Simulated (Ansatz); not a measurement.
**Si: response to strain**

Aim: deform Si (equal xx and yy strain of +3 %) and compute stress, forces and field gradients with LAPW, PAW and all-electron datasets made for the crystal.

Computed with Ansatz 0.2.0 (DFT LDA, scalar-relativistic, unless a step's input says otherwise).

## 1. The starting structure

The structure is orthorhombic, space group Imma (No. 74). The conventional cell has a = 4.502 Å, b = 4.737 Å, c = 2.550 Å, α = 90.00°, β = 90.00°, γ = 90.00°. Si (site symmetry mm2) is surrounded by 8 Si at 2.39 to 2.74 Å.

As a file:

```cif
data_structure
_symmetry_space_group_name_H-M 'P 1'
_symmetry_Int_Tables_number 1
_cell_length_a 3.5075
_cell_length_b 3.5075
_cell_length_c 3.5075
_cell_angle_alpha 100.152
_cell_angle_beta 95.050
_cell_angle_gamma 137.368
_cell_volume 27.19
loop_
_atom_site_label
_atom_site_type_symbol
_atom_site_fract_x
_atom_site_fract_y
_atom_site_fract_z
_atom_site_occupancy
Si1 Si 0.80700 0.55700 0.25000 1
Si2 Si 0.19300 0.44300 0.75000 1
```

Atoms are numbered in the order of the input: Si1, Si2.

## 2. The deformed structure

Space group Imma before, Imma after.

## 3. All-electron LAPW

Input file input.yaml:

```yaml
crystal:
  lattice:
    - [-2.31853, 2.439555, 1.275]
    - [2.31853, -2.439555, 1.275]
    - [2.31853, 2.439555, -1.275]
  atoms:
    - { symbol: Si, position: [0.807, 0.557, 0.25] }
    - { symbol: Si, position: [0.193, 0.443, 0.75] }
kpoints:
  mp_grid: { grid: [16, 16, 16] }
  band_path:
    path:
      - [0.0, 0.0, 0.0]
      - [0.5, -0.5, 0.5]
      - [0.4758105458, -0.4758105458, 0.5241894542]
      - [-0.4758105458, 0.4758105458, 0.4758105458]
      - [0.0, 0.0, 0.0]
      - [0.3182871756, 0.3182871756, -0.3182871756]
      - [0.6817128244, -0.3182871756, 0.3182871756]
      - [0.5, -0.5, 0.5]
      - [0.0, 0.0, 0.0]
    npoints: 5
scf:
  occupations: { method: fermi_dirac, width: 0.05 }
hamiltonian:
  xc: lda
  pseudopotentials: { kind: all_electron, lapw: { basis_error: 0.0005 } }
output:
  forces: true
  stress: true
  eigenvalues: true
```

Run with:

```sh
ansatz run input.yaml --threads 1 --pin off --max-ram 3072MiB --backend cpu --events-out ev --progress --plain --runs-dir out
```

## 4. PAW with frozen cores

Input file input.yaml:

```yaml
crystal:
  lattice:
    - [-2.31853, 2.439555, 1.275]
    - [2.31853, -2.439555, 1.275]
    - [2.31853, 2.439555, -1.275]
  atoms:
    - { symbol: Si, position: [0.807, 0.557, 0.25] }
    - { symbol: Si, position: [0.193, 0.443, 0.75] }
kpoints:
  mp_grid: { grid: [16, 16, 16] }
scf:
  occupations: { method: fermi_dirac, width: 0.05 }
hamiltonian:
  xc: lda
  pseudopotentials: { kind: paw }
output:
  forces: true
  stress: true
  eigenvalues: true
  efg: { contact_densities: true }
```

## 5. Datasets made for this crystal

Edit input.yaml of step 4 so:

```diff
@@ -14,3 +14,3 @@
   xc: lda
-  pseudopotentials: { kind: paw }
+  pseudopotentials: { kind: all_electron, datasets: crystal }
 output:
```

(Steps that only read results are left out.)

Q: Predict the outcome of this session. Wanted: pressure; largest shear or deviatoric stress.

**Answer**, as computed:

| quantity | value |
| --- | --- |
| pressure | LAPW 2.20, PAW 2.21, crystal datasets 2.19 GPa |
| largest shear or deviatoric stress (LAPW) | 1.56 GPa |

What this shows: The largest part of the stress beyond the pressure is 1.56 GPa in size, in the zz component; the atoms are carried along and not relaxed. No run of the undeformed cell stands beside it, so the pressure holds what the given cell had before the change. PAW: stress within 0.03 GPa of LAPW, forces within 1 meV/Å. Crystal datasets: stress within 0.01 GPa of LAPW, forces within 1 meV/Å.
